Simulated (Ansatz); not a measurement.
# CH6InNO: one species, many methods

An exercise on one series of results from a longer session: the logs are not shown, and one member is left open.

Program: Ansatz 0.2.0, Gaussian basis. Level of theory: functionals in def2-TZVPP, the program's frozen cores in correlated methods. These are calculated values, not measurements.

Levels to be run: LDA (SPW92), PBE-D4, revPBE-D4, BLYP-D4, r2SCAN-D4, B97M-V, PBE0-D4, B3LYP-D4, r2SCANh-D4, r2SCAN0-D4, HSE06-D4, BHLYP-D4, CAM-B3LYP-D4, LC-ωPBE, ωB97X-V, ωB97M-V, B2PLYP, PBE-QIDH; CCSD(T)/def2-SVP; CCSD(T)/def2-TZVPP; MP2/def2-QZVPP; extrapolation to the limit; RPA on PBE.

## The geometry

All runs share one geometry, relaxed beforehand with PBE0-D4 in a triple-zeta def2 set. In takes the def2 core potential; no spin-orbit term is included.

SMILES `N[CH](O)[InH2]`, 10 atoms, charge 0, spin multiplicity 1.

Atoms are counted from 1 here; the program's logs count them from 0.

Bond lengths: N1–C2 1.430 Å, N1–H5 1.012 Å, N1–H6 1.015 Å, C2–O3 1.432 Å, C2–In4 2.184 Å, C2–H7 1.095 Å, O3–H8 0.964 Å, In4–H9 1.731 Å, In4–H10 1.726 Å. Angles: C2–N1–H5 112.1°, C2–N1–H6 113.5°, H5–N1–H6 108.5°, N1–C2–O3 115.7°, N1–C2–In4 109.9°, N1–C2–H7 107.4°, O3–C2–In4 103.9°, O3–C2–H7 109.5°, In4–C2–H7 110.3°, C2–O3–H8 109.4°, C2–In4–H9 116.7°, C2–In4–H10 122.2°, H9–In4–H10 121.2°.

As a file:

```tsv
atom	x (Å)	y (Å)	z (Å)
N1	-1.0294	0.8742	-0.4808
C2	0.2830	0.4039	-0.1645
O3	0.9618	-0.2974	-1.2122
In4	0.1802	-1.0525	1.4593
H5	-1.6344	0.1290	-0.8006
H6	-1.0376	1.6159	-1.1742
H7	0.8778	1.2716	0.1401
H8	1.1923	0.3222	-1.9145
H9	-1.0261	-2.2861	1.3213
H10	1.2324	-0.9808	2.8260
```

The first run:

Contents of in.yaml:

```yaml
crystal:
  periodic: [false, false, false]
  atoms:
    - {symbol: N, position_ang: [-1.029386, 0.874163, -0.480797]}
    - {symbol: C, position_ang: [0.283025, 0.403927, -0.164493]}
    - {symbol: O, position_ang: [0.961814, -0.297415, -1.212228]}
    - {symbol: In, position_ang: [0.180201, -1.052538, 1.459329]}
    - {symbol: H, position_ang: [-1.634407, 0.129023, -0.800598]}
    - {symbol: H, position_ang: [-1.037606, 1.615854, -1.174170]}
    - {symbol: H, position_ang: [0.877813, 1.271630, 0.140092]}
    - {symbol: H, position_ang: [1.192305, 0.322192, -1.914484]}
    - {symbol: H, position_ang: [-1.026149, -2.286071, 1.321290]}
    - {symbol: H, position_ang: [1.232390, -0.980767, 2.826047]}
basis:
  gaussian: {orbitals: def2-TZVPP}
hamiltonian: {xc: lda}
output: {orbitals: {seedname: orbitals}}
```

Launch:

```sh
$ ansatz run in.yaml --threads 4 --pin off --events-out ev --progress --plain --max-ram 10444MiB
```

Steps of the session up to this table: LDA; PBE-D4 (GGA); revPBE-D4 (GGA); BLYP-D4 (GGA); r2SCAN-D4 (meta-GGA); B97M-V (meta-GGA); B3LYP-D4 (hybrid); r2SCANh-D4 (hybrid); r2SCAN0-D4 (hybrid); HSE06-D4 (hybrid); BHLYP-D4 (hybrid); CAM-B3LYP-D4 (range-separated); LC-ωPBE (range-separated); ωB97X-V (range-separated); ωB97M-V (range-separated); B2PLYP (double hybrid); PBE-QIDH (double hybrid).

One table of the session follows, with a row left open; its other results are not shown here.

It belongs to the step «Orbital energies across the functionals». 

```
  functional  HOMO (eV)  LUMO (eV)  gap (eV)
 LDA (SPW92)      -5.74      -2.43      3.31
      PBE-D4      -5.59      -2.16      3.43
   revPBE-D4      -5.53      -2.03      3.49
     BLYP-D4      -5.50      -2.14      3.36
   r2SCAN-D4          ?          ?         ?
      B97M-V      -5.93      -2.18      3.75
     PBE0-D4      -6.80      -1.41      5.38
    B3LYP-D4      -6.62      -1.71      4.91
  r2SCANh-D4      -6.26      -1.61      4.66
  r2SCAN0-D4      -6.95      -1.24      5.71
    HSE06-D4      -6.40      -1.77      4.63
    BHLYP-D4      -7.93      -0.78      7.14
CAM-B3LYP-D4      -8.14      -0.63      7.51
     LC-ωPBE      -9.42       0.51      9.94
     ωB97X-V      -9.10       0.35      9.45
     ωB97M-V      -9.00       0.04      9.03
```

Estimate the missing values for r2SCAN-D4.

Worked estimate for «HOMO (eV)». Against the share of exact exchange, r2SCANh-D4 (0.1, -6.26), r2SCAN0-D4 (0.25, -6.95) give a slope of -4.60 per unit share; at 0 the line stands at -5.80.

The run gave: HOMO (eV): -5.81; LUMO (eV): -1.87; gap (eV): 3.94. In «HOMO (eV)» the line misses by +0.01.
